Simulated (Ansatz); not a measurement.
Ti4Ru:

```
CELL_PARAMETERS angstrom
0.00000 2.37271 11.05393
1.55677 0.00000 11.05393
1.55677 2.37271 0.00000
ATOMIC_POSITIONS crystal
Ru 0.00000 0.00000 0.00000
Ti 0.59038 0.59038 0.40962
Ti 0.19693 0.19693 0.80307
Ti 0.80307 0.80307 0.19693
Ti 0.40962 0.40962 0.59038
```

The cell comes from a database or a generator and needn't be the stable form of this composition.

```yaml
Program: Ansatz 0.2.0
Task: relaxation of cell and atoms
Functional: r2SCAN
Potentials_or_basis: Ansatz PAW
Cutoff: "500 eV (not typed: the program's choice for these potentials)"
k_mesh: 10 × 10 × 10
Occupations: fermi-dirac, width 0.05 eV
Spin: no spin polarisation
```

At the start: volume 16.33 Å³/atom.

Problem. Where does the relaxation end?

Solution. It ends after 6 steps and the volume is 16.26 Å³/atom (-0.5 %); space group Fmmm (No. 69, to 0.05 Å).

The path:
| step | energy change (eV) | largest force (eV/Å) | volume (Å³) |
| --- | --- | --- | --- |
| 1 | 0.0000 | 0.3072 | 81.66 |
| 2 | -0.0092 | 0.0519 | 80.80 |
| 3 | -0.0116 | 0.0103 | 81.28 |
| 4 | -0.0118 | 0.0123 | 81.31 |
| 5 | -0.0119 | 0.0030 | 81.29 |
| 6 | -0.0117 | 0.0029 | 81.29 |

Final structure:
```
Ru Ti
1.0
     0.00000    2.37185   10.99038
     1.55915    0.00000   10.99038
     1.55915    2.37185    0.00000
Ru Ti
1 4
Direct
  0.00000 0.00000 0.00000
  0.58898 0.58898 0.41102
  0.19674 0.19674 0.80326
  0.80326 0.80326 0.19674
  0.41102 0.41102 0.58898
```

Caveat: the plane-wave basis is chosen anew once the cell has moved, so the energies of steps on either side of that aren't comparable; the PAW data sets come from PBE, with cores solved anew for the run's functional, which leaves a small shift of forces and pressure.
